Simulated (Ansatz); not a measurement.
# F2H6Si3: rigid torsion scan, by script

Aim: a rigid torsion scan, for F2H6Si3, run from a script. SMILES: F[SiH2][SiH](F)[SiH3].

Program: Ansatz 0.2.0, driven from Python. Level of theory: Hartree-Fock/cc-pVDZ. These are calculated values, not measurements.

### Step 1. Starting point

Bond lengths: F1–Si2 1.548 Å, Si2–Si3 2.292 Å, Si3–F4 1.673 Å, Si3–Si5 2.317 Å, Si2–H6 1.501 Å, Si2–H7 1.477 Å, Si3–H8 1.427 Å, Si5–H9 1.516 Å, Si5–H10 1.463 Å, Si5–H11 1.463 Å. Angles (14 of 18 angles, heavy atoms first): F1–Si2–Si3 108.9°, Si2–Si3–F4 110.4°, Si2–Si3–Si5 103.7°, F4–Si3–Si5 107.6°, F1–Si2–H6 107.6°, F1–Si2–H7 110.1°, Si3–Si2–H6 112.2°, Si3–Si2–H7 111.0°, Si2–Si3–H8 113.8°, F4–Si3–H8 109.9°, Si5–Si3–H8 111.2°, Si3–Si5–H9 109.1°, Si3–Si5–H10 109.3°, Si3–Si5–H11 110.2°.

No structure file is read: the coordinates are typed or built in the script.

### Step 2. The script

File f2h6si3.py:

```python
import logging
import sys

import ansatz as az
from ase import Atoms

logging.basicConfig(stream=sys.stdout, format="[%(levelname)s] %(message)s")
logger = logging.getLogger("f2h6si3")
logger.setLevel(logging.INFO)

atoms = Atoms(["F", "Si", "Si", "F", "Si", "H", "H", "H", "H", "H", "H"], positions=[
    [-1.7007, 1.8498, 0.0689],
    [-0.8281, 1.1716, 1.1534],
    [-0.2594, -0.9308, 0.4385],
    [0.7595, -1.6657, 1.5433],
    [0.962, -0.5425, -1.4917],
    [0.376, 2.04, 1.3773],
    [-1.5629, 1.1145, 2.4333],
    [-1.3811, -1.7731, 0.1783],
    [2.1267, 0.3719, -1.1673],
    [0.1075, 0.1129, -2.4814],
    [1.466, -1.8056, -2.032],
])

first = (
    az.Crystal.molecule_from_ase(atoms).calculation()
    .basis(gaussian="cc-pVDZ")
    .functional("HF")
    .accuracy("medium")
    .relax(force_tolerance=0.02, max_steps=80)
)
atoms.positions = first.run(threads=1, pin="off").report["positions_ang"]

start = atoms.get_dihedral(3, 2, 1, 0)
energies = {}
for turn in range(0, 360, 40):
    turned = atoms.copy()
    turned.set_dihedral(3, 2, 1, 0, start + turn, indices=[0, 1, 5, 6])
    model = (
        az.Crystal.molecule_from_ase(turned).calculation()
        .basis(gaussian="cc-pVDZ")
        .functional("HF")
        .accuracy("medium")
    )
    energies[round((start + turn) % 360)] = model.run(threads=1, pin="off").report["free_energy_ev"]
floor = min(energies.values())
logger.info("dihedral F3-Si2-Si1-F0 (deg)   E - E(min) (eV)")
for angle, e in sorted(energies.items()):
    logger.info(f"{angle:8d} {(e - floor):14.3f}  " + "#" * int(30 * (e - floor) / max(max(energies.values()) - floor, 1e-9)))
```

### Step 3. What the engine is handed

The engine receives this input (first run):

```yaml
crystal:
  periodic: [false, false, false]
  atoms:
    - { symbol: F, position_ang: [-1.7007, 1.8498, 0.0689] }
    - { symbol: Si, position_ang: [-0.8281, 1.1716, 1.1534] }
    - { symbol: Si, position_ang: [-0.2594, -0.9308, 0.4385] }
    - { symbol: F, position_ang: [0.7595, -1.6657, 1.5433] }
    - { symbol: Si, position_ang: [0.962, -0.5425, -1.4917] }
    - { symbol: H, position_ang: [0.376, 2.04, 1.3773] }
    - { symbol: H, position_ang: [-1.5629, 1.1145, 2.4333] }
    - { symbol: H, position_ang: [-1.3811, -1.7731, 0.1783] }
    - { symbol: H, position_ang: [2.1267, 0.3719, -1.1673] }
    - { symbol: H, position_ang: [0.1075, 0.1129, -2.4814] }
    - { symbol: H, position_ang: [1.466, -1.8056, -2.032] }
accuracy: medium
basis:
  gaussian:
    orbitals: cc-pVDZ
hamiltonian:
  xc: hf
relax:
  f_tol: 0.02
  max_steps: 80
```

### Step 4. Running it

Command:

```bash
python f2h6si3.py
```

Without the output at hand: what should come out? Wanted: range of energy; lowest point, turn.

**Answer**, as computed:

| quantity | value |
| --- | --- |
| runs compared | 9 |
| range of energy | 0.092 eV |
| lowest point, turn (°) | 0 |

The lowest point lies at a turn of 0°, the highest 0.092 eV (8.9 kJ/mol) above it at 200°. The grid can miss the true lowest and highest points, and the rest of the molecule is held rigid. Run 0: The relaxation took 5 moves; the largest shift is 0.319 Å, of atom 6 (H). The scan is rigid and the energies are electronic, in a modest basis. With rigid groups the curve can differ much from the relaxed path, the start wasn't checked as a minimum of this torsion, and equivalent turns needn't return to the same energy.
